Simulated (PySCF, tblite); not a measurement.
# AlH5O2Si, a small molecule taken as a stand-in for a surface group (aluminium hydroxide): NMR shifts, core binding energies and electronic excitations

Aim: the NMR shifts, core binding energies and electronic excitations of `[OH][Al]([OH])[SiH3]`.

Programs: tblite 0.8.0 and PySCF 2.14.0. All values are calculated, for the isolated system unless a continuum is named. Atoms count from 0, parts from 1.

## 1. Starting point

9 atoms, charge 0, multiplicity 1; geometry: distance geometry start.

## 2. Geometry optimisation with GFN2-xTB

The job: settings as JSON, then the geometry in Å.

```
{"job": {"kind": "relax", "xc": "GFN2-xTB", "basis": "xTB"}, "charge": 0, "multiplicity": 1}
O     -1.550931    -1.919177    -2.418769
Al    -0.036078    -1.054892    -1.739071
O      0.996068    -0.118561    -2.934536
Si     1.116905    -2.175749    -0.044106
H     -1.759916    -2.883229    -2.277538
H      0.923476     0.806237    -3.184258
H      2.301716    -2.719068    -0.559556
H      1.424962    -1.255208     1.001283
H      0.287995    -3.210374     0.467768
```

Level: GFN2-xTB geometry optimisation, gas phase.

The run is started by

```console
> OMP_NUM_THREADS=1 python cluster_run.py task.json out
```

The driver reads the jobs from task.json and runs them one after another.

**Question.** The jobs that follow are: PBE0-D3(BJ)/def2-SVP geometry optimisation, gas phase; GIAO PBE0/pcSseg-2 NMR shielding, non-relativistic, gas phase; delta-SCF UKS SCAN, pcX-2 on the ionised atom, pcseg-1 elsewhere, spin-free X2C; TDDFT CAM-B3LYP/def2-SVPD, vertical, gas phase, core orbitals frozen in the response. Predict: point group; rotational constants (main isotopes); ¹H shifts against TMS (PBE0/pcSseg-2); ¹⁷O shifts against H2O (PBE0/pcSseg-2); ²⁷Al shifts against AlH4- (PBE0/pcSseg-2); ²⁹Si shifts against TMS (PBE0/pcSseg-2); O1s binding energies, SCAN/pcX-2; Al2p binding energies, SCAN/pcX-2; Si2p binding energies, SCAN/pcX-2; lowest singlet (CAM-B3LYP/def2-SVPD); brightest single state of those computed; lowest triplet; vertical ionisation energy (ΔSCF); vertical electron affinity (ΔSCF).

The runs gave:

| quantity | value |
| --- | --- |
| point group | C1 |
| rotational constants (main isotopes) | 6.05, 2.58, 1.84 GHz |
| ¹H shifts against TMS (PBE0/pcSseg-2) | 3.28, 3.21, 3.11, 1.58, 1.57 ppm |
| ¹⁷O shifts against H2O (PBE0/pcSseg-2) | 54.1, 52.4 ppm |
| ²⁷Al shifts against AlH4- (PBE0/pcSseg-2) | 54.1 ppm |
| ²⁹Si shifts against TMS (PBE0/pcSseg-2) | -140.1 ppm |
| O1s binding energies, SCAN/pcX-2 | O2 537.97, O0 537.97 eV |
| Al2p binding energies, SCAN/pcX-2 | Al1 80.62 eV |
| Si2p binding energies, SCAN/pcX-2 | Si3 106.56 eV |
| lowest singlet (CAM-B3LYP/def2-SVPD) | 6.44 eV (193 nm), f = 0.061 |
| brightest single state of those computed | state 2, 6.81 eV, f = 0.270 |
| lowest triplet | 5.19 eV |
| vertical ionisation energy (ΔSCF) | 10.41 eV |
| vertical electron affinity (ΔSCF) | -0.53 eV (unbound: the value hangs on the basis) |

The optimisation took 15 steps and gained 0.274 eV; among the close pairs (by a distance rule), O0–Al1 changed most, from 1.640 to 1.701 Å (PBE0/def2-SVP). The O1s levels computed lie within 0.00 eV of one another, too close to rank. The first singlet state (HOMO→LUMO+1 0.94) lies at 6.44 eV and is bright; of the 6 states computed, the strongest absorption comes from state 2 at 6.81 eV. The lowest triplet lies 1.25 eV below the lowest singlet (triplets in Tamm-Dancoff, singlets in full TDDFT). ΔSCF puts the ionisation energy at 10.41 eV, 0.99 eV above −ε(HOMO).
